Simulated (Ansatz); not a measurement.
# A Si vacancy and O started in the widest void in zincblende SiC, 16 atoms, charge 0

Which settings matter for this cell? A base run comes first, then runs with one to three settings changed.

Program: Ansatz 0.2.0, PAW, plane waves. These are calculated values, not measurements.

**1. The starting cell**

16 atoms (7 Si, 8 C, 1 O); a = 8.714 Å, b = 4.357 Å, c = 4.357 Å, α = 90.00°, β = 90.00°, γ = 90.00°. All atoms were shaken off their sites by about 0.07 Å along each axis. Defect site 1: (0.500, 0.500, 0.500). Defect site 2: (0.375, 0.750, 0.750).

**2. PBEsol on the given atoms**

Contents of in.yaml:

```yaml
crystal:
  lattice:
    - [8.713706, 0.000000, 0.000000]
    - [0.000000, 4.356853, 0.000000]
    - [0.000000, 0.000000, 4.356853]
  atoms:
    - { symbol: Si, position: [0.986654, 0.024875, 0.005198] }
    - { symbol: Si, position: [0.492482, 0.970212, 0.997875] }
    - { symbol: Si, position: [0.255819, 0.492044, 0.007825] }
    - { symbol: Si, position: [0.755932, 0.514161, 0.011442] }
    - { symbol: Si, position: [0.245821, 0.994183, 0.535358] }
    - { symbol: Si, position: [0.755352, 0.005631, 0.499776] }
    - { symbol: Si, position: [0.003952, 0.502461, 0.507446] }
    - { symbol: C, position: [0.140505, 0.273511, 0.245774] }
    - { symbol: C, position: [0.607655, 0.240815, 0.216887] }
    - { symbol: C, position: [0.385246, 0.786526, 0.247233] }
    - { symbol: C, position: [0.883002, 0.748209, 0.269224] }
    - { symbol: C, position: [0.375210, 0.244118, 0.775677] }
    - { symbol: C, position: [0.864348, 0.224152, 0.772816] }
    - { symbol: C, position: [0.110350, 0.754954, 0.760632] }
    - { symbol: C, position: [0.620993, 0.757857, 0.741824] }
    - { symbol: O, position: [0.376042, 0.735973, 0.733308] }
kpoints:
  mp_grid: { grid: [2, 2, 2], shift: [0.5, 0.5, 0.5] }
hamiltonian:
  xc: pbesol
scf:
  occupations: { method: fermi_dirac, width: 0.01 }
output:
  forces: true
  eigenvalues: true
  stress: true
  populations: true
```

On the command line:

```bash
ansatz run in.yaml --threads 8 --pin off --max-ram 13300MiB --runs-dir r --events-out ev --progress --plain
```

**3. Run again with smearing width 1.0 eV, starting moment 2 μB**

in.yaml: that of step 2 with these lines changed.

```diff
@@ -26,4 +26,8 @@
   xc: pbesol
+magnetization:
+  spin_polarized: true
+  initial_magnetization: 2
 scf:
-  occupations: { method: fermi_dirac, width: 0.01 }
+  occupations: { method: fermi_dirac, width: 1 }
+  max_iter: 70
 output:
@@ -32,2 +36 @@
   stress: true
-  populations: true
```

**4. Run again with density cutoff ratio 6, occupations tetrahedron, xc grid 3**

in.yaml: that of step 3 with these lines changed.

```diff
@@ -24,10 +24,8 @@
   mp_grid: { grid: [2, 2, 2], shift: [0.5, 0.5, 0.5] }
+basis: { ecutrho_ratio: 6, xc_grid: 3 }
 hamiltonian:
   xc: pbesol
-magnetization:
-  spin_polarized: true
-  initial_magnetization: 2
 scf:
-  occupations: { method: fermi_dirac, width: 1 }
-  max_iter: 70
+  occupations: { method: tetrahedron }
+  max_iter: 80
 output:
@@ -36 +34,5 @@
   stress: true
+  write_density: true
+  write_potential: true
+  elf: true
+  volumetric_format: npy
```

**5. Changed settings: dispersion D3(BJ) with three-body term**

in.yaml: that of step 4 with these lines changed.

```diff
@@ -24,8 +24,8 @@
   mp_grid: { grid: [2, 2, 2], shift: [0.5, 0.5, 0.5] }
-basis: { ecutrho_ratio: 6, xc_grid: 3 }
 hamiltonian:
   xc: pbesol
+  dispersion: d3bjatm
 scf:
-  occupations: { method: tetrahedron }
-  max_iter: 80
+  occupations: { method: fermi_dirac, width: 0.01 }
+  max_iter: 50
 output:
@@ -34,5 +34 @@
   stress: true
-  write_density: true
-  write_potential: true
-  elf: true
-  volumetric_format: npy
```

**6. Variant: density threshold 0.0001 eV, occupations Fermi–Dirac, at most 14 cycles**

in.yaml: that of step 5 with these lines changed.

```diff
@@ -26,6 +26,6 @@
   xc: pbesol
-  dispersion: d3bjatm
 scf:
   occupations: { method: fermi_dirac, width: 0.01 }
-  max_iter: 50
+  max_iter: 14
+  convergence: { dr2_threshold: 1e-04 }
 output:
```

**7. Variant: k points 2×2×1, occupations Gaussian**

in.yaml: that of step 6 with these lines changed.

```diff
@@ -23,3 +23,3 @@
 kpoints:
-  mp_grid: { grid: [2, 2, 2], shift: [0.5, 0.5, 0.5] }
+  mp_grid: { grid: [2, 2, 1] }
 hamiltonian:
@@ -27,5 +27,4 @@
 scf:
-  occupations: { method: fermi_dirac, width: 0.01 }
-  max_iter: 14
-  convergence: { dr2_threshold: 1e-04 }
+  occupations: { method: gaussian, width: 0.01 }
+  max_iter: 90
 output:
```

Q: Predict the outcome of this session. Wanted: for each run, settings; status; energy from base; forces from base.

As calculated:

| settings | status | cycles | time | energy from base (meV/atom) | forces from base (eV/Å rms) | filled to empty level on the mesh (eV) |
| --- | --- | --- | --- | --- | --- | --- |
| base | converged | 8 | 0.5 s (8 CPU threads) | 0 | 0 | 0.20 |
| smearing width 1.0 eV, starting moment 2 μB | converged, settings too loose | 18 | 1.2 s (8 CPU threads) | -16.4 | 0.552 | - |
| density cutoff ratio 6, occupations tetrahedron, xc grid 3 | converged | 11 | 0.6 s (8 CPU threads) | 0.0 | 0.000 | 0.20 |
| dispersion D3(BJ) with three-body term | converged | 8 | 0.5 s (8 CPU threads) | - | 0.004 | 0.20 |
| density threshold 0.0001 eV, occupations Fermi–Dirac, at most 14 cycles | converged, settings too loose | 5 | 0.4 s (8 CPU threads) | 0.0 | 0.001 | 0.20 |
| k points 2×2×1, occupations Gaussian | converged | 9 | 0.3 s (8 CPU threads) | -81.0 | 0.553 | 0.04 |

**What this shows.** Among these variants the forces move most with k points 2×2×1, occupations Gaussian (0.553 eV/Å rms) and least with density cutoff ratio 6, occupations tetrahedron, xc grid 3 (0.000).
